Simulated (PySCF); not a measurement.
# Sm(BH4)2: other functionals and bases at one geometry

Aim: see how levels, charges and forces of Sm(BH4)2 depend on the level of theory. It is a constructed species; whether it can be made isn't addressed.

Computed with PySCF 2.14.0. Level: several levels, as the steps say, no spin–orbit coupling.

1 further run of the same task is left out (for a known fault of the program).

### 1 The system as given

11 atoms, charge 0, spin multiplicity 1.

Bond lengths: Sm1–B2 2.635 Å, Sm1–H4 2.453 Å, Sm1–H5 2.458 Å, Sm1–H6 2.459 Å, Sm1–B7 2.635 Å, Sm1–H9 2.453 Å, Sm1–H10 2.458 Å, Sm1–H11 2.459 Å, B2–H3 1.211 Å, B2–H4 1.256 Å, B2–H5 1.256 Å, B2–H6 1.255 Å, B7–H8 1.211 Å, B7–H9 1.256 Å, B7–H10 1.256 Å, B7–H11 1.255 Å. Angles: B2–Sm1–H4 28.3°, B2–Sm1–H5 28.3°, B2–Sm1–H6 28.3°, B2–Sm1–B7 179.9°, B2–Sm1–H9 151.6°, B2–Sm1–H10 151.8°, B2–Sm1–H11 151.7°, H4–Sm1–H5 48.5°, H4–Sm1–H6 48.5°, H4–Sm1–B7 151.6°, H4–Sm1–H9 142.1°, H4–Sm1–H10 164.2°, H4–Sm1–H11 125.0°, H5–Sm1–H6 48.4°, H5–Sm1–B7 151.8°, H5–Sm1–H9 164.2°, H5–Sm1–H10 125.1°, H5–Sm1–H11 142.3° and more.

Coordinates:

```xyz
11
charge 0, multiplicity 1
Sm    0.0000    0.0000    0.8018
B     2.6354   -0.0048    0.8045
H     3.8467   -0.0090    0.8071
H     2.1577   -0.8533    1.5985
H     2.1650   -0.2673   -0.3302
H     2.1679    1.1104    1.1418
B    -2.6354    0.0048    0.8045
H    -3.8467    0.0091    0.8070
H    -2.1578    0.8533    1.5985
H    -2.1649    0.2673   -0.3302
H    -2.1679   -1.1104    1.1418
```

Formal oxidation states: Sm +2. Each metal's 6 4f electrons lie in its core potential, so multiplicities, spins and levels count the valence alone. An earlier session relaxed this geometry at PBE0, Sm lcecp-0-SVP with ECP52, B def2-SVP, H def2-SVP (singlet, point group D3).

At PBE0 on the finer grid: E = -83.255055 Eh, frontier levels not given, since the 4f levels lie in the core, Mulliken charge on Sm1 +0.79 e, largest force component 0.016 eV/Å. 

Levels to run: M06-L; HF; PBE0, TZVP. Hardware: 2 threads of Intel Xeon Platinum 8259CL at 2.50GHz (Skylake/Cascade Lake), shared host.

### 2 M06-L

run.py (the lines that set the calculation)

```python
mol = gto.M(atom='''
Sm     0.00003    -0.00003     0.80181
B      2.63539    -0.00478     0.80452
H      3.84667    -0.00904     0.80706
H      2.15773    -0.85333     1.59847
H      2.16497    -0.26730    -0.33021
H      2.16787     1.11036     1.14182
B     -2.63539     0.00479     0.80455
H     -3.84666     0.00908     0.80699
H     -2.15775     0.85331     1.59854
H     -2.16493     0.26732    -0.33017
H     -2.16793    -1.11039     1.14184''',
    basis={'Sm': 'lcecp-0-SVP', 'B': 'def2-SVP', 'H': 'def2-SVP'},
    ecp={'Sm': 'lcecp-0-SVP'},
    charge=0, spin=0)
mf = dft.RKS(mol, xc='M06L')
mf.grids.atom_grid = (75, 302)  # f atoms: unpruned, at least (60, 302)
mf = mf.density_fit()  # fitting sets: Sm AutoAux, B def2-universal-JKFIT, H def2-universal-JKFIT
mf.conv_tol = 1e-08; mf.max_cycle = 55
mf.kernel(dm0)  # dm0: the density of the relaxed state
```

On the command line:

```bash
OMP_NUM_THREADS=2 python run.py
```

### 3 HF

run.py (the lines that set the calculation): that of step 2 with these lines changed.

```diff
@@ -15,4 +15,3 @@
     charge=0, spin=0)
-mf = dft.RKS(mol, xc='M06L')
-mf.grids.atom_grid = (75, 302)  # f atoms: unpruned, at least (60, 302)
+mf = scf.RHF(mol)
 mf = mf.density_fit()  # fitting sets: Sm AutoAux, B def2-universal-JKFIT, H def2-universal-JKFIT
```

### 4 PBE0, TZVP

Basis: Sm lcecp-0-TZVP with ECP52, B def2-TZVP, H def2-TZVP. 

run.py (the lines that set the calculation): that of step 3 with these lines changed.

```diff
@@ -12,8 +12,9 @@
 H     -2.16793    -1.11039     1.14184''',
-    basis={'Sm': 'lcecp-0-SVP', 'B': 'def2-SVP', 'H': 'def2-SVP'},
-    ecp={'Sm': 'lcecp-0-SVP'},
+    basis={'Sm': 'lcecp-0-TZVP', 'B': 'def2-TZVP', 'H': 'def2-TZVP'},
+    ecp={'Sm': 'lcecp-0-TZVP'},
     charge=0, spin=0)
-mf = scf.RHF(mol)
+mf = dft.RKS(mol, xc='PBE0')
+mf.grids.atom_grid = (75, 302)  # f atoms: unpruned, at least (60, 302)
 mf = mf.density_fit()  # fitting sets: Sm AutoAux, B def2-universal-JKFIT, H def2-universal-JKFIT
 mf.conv_tol = 1e-08; mf.max_cycle = 55
-mf.kernel(dm0)  # dm0: the density of the relaxed state
+mf.kernel(dm0)  # dm0: free metal ions and neutral atoms
```

What does the calculation give? Wanted: for each run, charge on Sm1; dipole; largest force.

**Answer**, as computed:

| level | state | charge on Sm1 (e) | dipole (D) | largest force (eV/Å) | basis functions | time |
| --- | --- | --- | --- | --- | --- | --- |
| PBE0 (relaxed here) | singlet | 0.79 | 0.02 | 0.02 | 99 | 19 s |
| M06-L | singlet | 0.96 | 0.01 | 0.18 | 99 | 13 s |
| HF | singlet | 1.14 | 0.02 | 0.54 | 99 | 3.3 s |
| PBE0, TZVP | singlet | 1.07 | 0.02 | 0.30 | 157 | 16 s |

Times are on 2 threads of Intel Xeon Platinum 8259CL at 2.50GHz (Skylake/Cascade Lake), shared host; the first row also made further properties.

The largest leftover force, 0.54 eV/Å with HF, stands at a geometry relaxed at another level. The Mulliken charge on Sm spans +0.79 to +1.14 e over the levels. With 4f in the core, its levels are missing from HOMO and gap. Total energies of different levels can't be compared. Spin–orbit coupling is left out throughout.
